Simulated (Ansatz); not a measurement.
# CH₂BClO: how energies converge with the basis set

How large a basis does CH₂BClO need? Two functionals are run in growing sets.

Method: one geometry, several basis sets; program: Ansatz 0.2.0, Gaussian basis.

Levels to be run: PBE0-D4/def2-SVP; ωB97M-V/def2-SVP; PBE0-D4/def2-QZVPP; ωB97M-V/def2-QZVPP; the functionals' def2-TZVPP values are taken from earlier runs.

### 1 The relaxed structure

An earlier PBE0-D4 in a triple-zeta def2 set relaxation fixed the geometry.

SMILES `ClB1CO1`, 6 atoms, charge 0, spin multiplicity 1.

Atoms are counted from 1 here; the program's logs count them from 0.

Bond lengths: Cl1–B2 1.716 Å, B2–C3 1.503 Å, B2–O4 1.325 Å, C3–O4 1.515 Å, C3–H5 1.086 Å, C3–H6 1.086 Å. Angles: Cl1–B2–C3 157.6°, Cl1–B2–O4 138.0°, C3–B2–O4 64.4°, B2–C3–O4 52.1°, B2–C3–H5 122.3°, B2–C3–H6 122.3°, O4–C3–H5 112.3°, O4–C3–H6 112.3°, H5–C3–H6 114.8°, B2–O4–C3 63.5°.

### 2 PBE0-D4 in def2-SVP

The input, in.yaml:

```yaml
crystal:
  periodic: [false, false, false]
  atoms:
    - {symbol: Cl, position_ang: [-0.699224, -2.288260, 0.634934]}
    - {symbol: B, position_ang: [-0.329743, -0.707249, 0.079709]}
    - {symbol: C, position_ang: [0.402130, 0.603166, 0.004126]}
    - {symbol: O, position_ang: [-0.788261, 0.152371, -0.818041]}
    - {symbol: H, position_ang: [1.294711, 0.735707, -0.599872]}
    - {symbol: H, position_ang: [0.162588, 1.440266, 0.652944]}
basis:
  gaussian: {orbitals: def2-SVP}
hamiltonian: {xc: pbe0, dispersion: d4}
output: {orbitals: {seedname: orbitals}}
```

Run with:

```bash
$ ansatz run in.yaml --threads 2 --pin off --events-out ev --progress --plain --max-ram 4352MiB
```

Standard output:

```text
Functional definition: PBE0
  name "PBE0"
  cite "Adamo & Barone, J. Chem. Phys. 110, 6158 (1999) doi:10.1063/1.478522"
  cite "Perdew, Burke & Ernzerhof, Phys. Rev. Lett. 77, 3865 (1996) doi:10.1103/PhysRevLett.77.3865"
  parent pbe
  parameter a = 0.25
  parameter kappa = 0.804
  parameter beta = 0.06672455060314922
  exchange = (1 - a)*pbe_x(kappa = kappa, mu = beta*pi^2/3) + a*exact_x
  correlation = pbe_c(beta = beta)
679 factors; integrals over basis functions are off by at most 9.5e-4 eV
mean field evaluation 1: about -16297.4855 eV, gradient 3.9e1 eV
mean field evaluation 2: about -16292.7871 eV, gradient 6.3e1 eV
mean field evaluation 4: about -16300.8823 eV, gradient 2.7e0 eV
mean field evaluation 8: about -16301.0843 eV, gradient 2.7e-1 eV
mean field evaluation 16: about -16301.0845 eV, gradient 1.8e-5 eV
mean field -16301.08446829 eV, -599.0538049376 hartree, gradient 1.8e-5 eV, S^2 0.000000; 0 other end points of the search recorded, 0 dependent functions left out
reference -16301.08448857 eV, -599.0538056830 hartree; 19, 19 occupied and 51, 51 virtual orbitals, 679 factors
Total energy: -16301.16873772 eV, -599.0569017823 hartree
```

It took 0.9 s on 2 threads of Arm Neoverse V1, shared host.

### 3 ωB97M-V in def2-SVP

in.yaml: that of step 2 with these lines changed.

```diff
@@ -11,3 +11,3 @@
   gaussian: {orbitals: def2-SVP}
-hamiltonian: {xc: pbe0, dispersion: d4}
+hamiltonian: {xc: {name: wB97M-V}}
 output: {orbitals: {seedname: orbitals}}
```

Launched as before.

Standard output, cut to the lines that bear on the results:

```text
Functional definition: wB97M-V
  name "wB97M-V"
  cite "Mardirossian & Head-Gordon, J. Chem. Phys. 144, 214110 (2016) doi:10.1063/1.4952647"
  cite "Becke, J. Chem. Phys. 107, 8554 (1997) doi:10.1063/1.475007"
  cite "Vydrov & Van Voorhis, J. Chem. Phys. 133, 244103 (2010) doi:10.1063/1.3521275"
  # Of w^i u^j: cxij and so on, Table III.
[...]
  gx(w, u) = 1 - cx + cx01*u + cx10*w
  gss(w, u) = css00 + css04*u^4 + css10*w + css20*w^2 + css43*w^4*u^3
  gos(w, u) = cos00 + cos10*w + (cos20 + cos21*u)*w^2 + (cos60 + cos61*u)*w^6
[...]
      + integral(e_c_pw_mod_opposite_spin*gos(b97_w_opposite, b97_u_opposite)) + vv10(b, c)
679 factors; integrals over basis functions are off by at most 9.5e-4 eV
173 factors; integrals over basis functions are off by at most 1.1e-5 eV
[...]
mean field -16307.65202610 eV, -599.2951582356 hartree, gradient 3.6e-5 eV, S^2 0.000000; 0 other end points of the search recorded, 0 dependent functions left out
reference -16307.65205659 eV, -599.2951593563 hartree; 19, 19 occupied and 51, 51 virtual orbitals, 679 factors
Total energy: -16307.65205659 eV, -599.2951593563 hartree
```

Run time: 3.6 s. Hardware: 2 threads of Arm Neoverse V1, shared host.

### 4 PBE0-D4 in def2-QZVPP

in.yaml: that of step 3 with these lines changed.

```diff
@@ -10,4 +10,4 @@
 basis:
-  gaussian: {orbitals: def2-SVP}
-hamiltonian: {xc: {name: wB97M-V}}
+  gaussian: {orbitals: "def2-QZVPP.json"}
+hamiltonian: {xc: pbe0, dispersion: d4}
 output: {orbitals: {seedname: orbitals}}
```

Launched as before.

Standard output:

```text
Functional definition: PBE0
  name "PBE0"
  cite "Adamo & Barone, J. Chem. Phys. 110, 6158 (1999) doi:10.1063/1.478522"
  cite "Perdew, Burke & Ernzerhof, Phys. Rev. Lett. 77, 3865 (1996) doi:10.1103/PhysRevLett.77.3865"
  parent pbe
  parameter a = 0.25
  parameter kappa = 0.804
  parameter beta = 0.06672455060314922
  exchange = (1 - a)*pbe_x(kappa = kappa, mu = beta*pi^2/3) + a*exact_x
  correlation = pbe_c(beta = beta)
1036 factors; their error is unknown
mean field evaluation 1: about -16304.9455 eV, gradient 5.1e1 eV
mean field evaluation 2: about -16297.2875 eV, gradient 8.1e1 eV
mean field evaluation 4: about -16310.2208 eV, gradient 4.6e0 eV
mean field evaluation 8: about -16310.2615 eV, gradient 4.4e-2 eV
mean field evaluation 16: about -16310.2757 eV, gradient 2.0e-5 eV
mean field -16310.27571799 eV, -599.3915771342 hartree, gradient 2.0e-5 eV, S^2 0.000000; 0 other end points of the search recorded, 0 dependent functions left out
reference -16310.27574860 eV, -599.3915782589 hartree; 19, 19 occupied and 282, 282 virtual orbitals, 1036 factors
Total energy: -16310.35999775 eV, -599.3946743582 hartree
```

It took 6 s on 2 threads of Arm Neoverse V1, shared host; peak memory 0.77 GiB.

### 5 ωB97M-V in def2-QZVPP

in.yaml: that of step 4 with these lines changed.

```diff
@@ -11,3 +11,3 @@
   gaussian: {orbitals: "def2-QZVPP.json"}
-hamiltonian: {xc: pbe0, dispersion: d4}
+hamiltonian: {xc: {name: wB97M-V}}
 output: {orbitals: {seedname: orbitals}}
```

Launched as before.

Standard output, cut to the lines that bear on the results:

```text
Functional definition: wB97M-V
  name "wB97M-V"
  cite "Mardirossian & Head-Gordon, J. Chem. Phys. 144, 214110 (2016) doi:10.1063/1.4952647"
  cite "Becke, J. Chem. Phys. 107, 8554 (1997) doi:10.1063/1.475007"
  cite "Vydrov & Van Voorhis, J. Chem. Phys. 133, 244103 (2010) doi:10.1063/1.3521275"
  # Of w^i u^j: cxij and so on, Table III.
[...]
  gx(w, u) = 1 - cx + cx01*u + cx10*w
  gss(w, u) = css00 + css04*u^4 + css10*w + css20*w^2 + css43*w^4*u^3
  gos(w, u) = cos00 + cos10*w + (cos20 + cos21*u)*w^2 + (cos60 + cos61*u)*w^6
[...]
      + integral(e_c_pw_mod_opposite_spin*gos(b97_w_opposite, b97_u_opposite)) + vv10(b, c)
1020 factors; their error is unknown
235 factors; integrals over basis functions are off by at most 1.3e-5 eV
[...]
mean field -16316.88323437 eV, -599.6343988822 hartree, gradient 1.0e-5 eV, S^2 0.000000; 0 other end points of the search recorded, 0 dependent functions left out
reference -16316.88328232 eV, -599.6344006446 hartree; 19, 19 occupied and 282, 282 virtual orbitals, 1020 factors
Total energy: -16316.88328232 eV, -599.6344006446 hartree
```

Run time: 14 s. Hardware: 2 threads of Arm Neoverse V1, shared host; peak memory 0.94 GiB.

### 6 Density functionals: the series

The def2-TZVPP values come from earlier runs at the same geometry.

```
functional       basis  functions  energy (eV)  from the largest (eV)  HOMO (eV)  LUMO (eV)
   PBE0-D4    def2-SVP         70  -16301.1687                  9.191      -8.30       0.10
   PBE0-D4  def2-TZVPP        163  -16309.7815                  0.579      -8.40      -0.20
   PBE0-D4  def2-QZVPP        301  -16310.3600                  0.000      -8.42      -0.28
   ωB97M-V    def2-SVP         70  -16307.6521                  9.231     -10.57       2.30
   ωB97M-V  def2-TZVPP        163  -16316.3401                  0.543     -10.68       1.91
   ωB97M-V  def2-QZVPP        301  -16316.8833                  0.000     -10.70       1.66
```

### 7 What came out

| quantity | value |
| --- | --- |
| PBE0-D4: double and triple zeta above quadruple | 9.19, 0.58 eV |
| ωB97M-V: double and triple zeta above quadruple | 9.23, 0.54 eV |

For PBE0-D4 the step from double to triple zeta gains 8.61 eV and the next only 0.58 eV. These are total energies; as a rule much of such shifts cancels in differences, which this series doesn't test. The LUMO of ωB97M-V is positive and keeps falling with the basis (2.30 to 1.66 eV): an unbound level that the basis holds in place.

For PBE0-D4 the largest set took about 7 times as long as the smallest (6 s against 0.9 s).
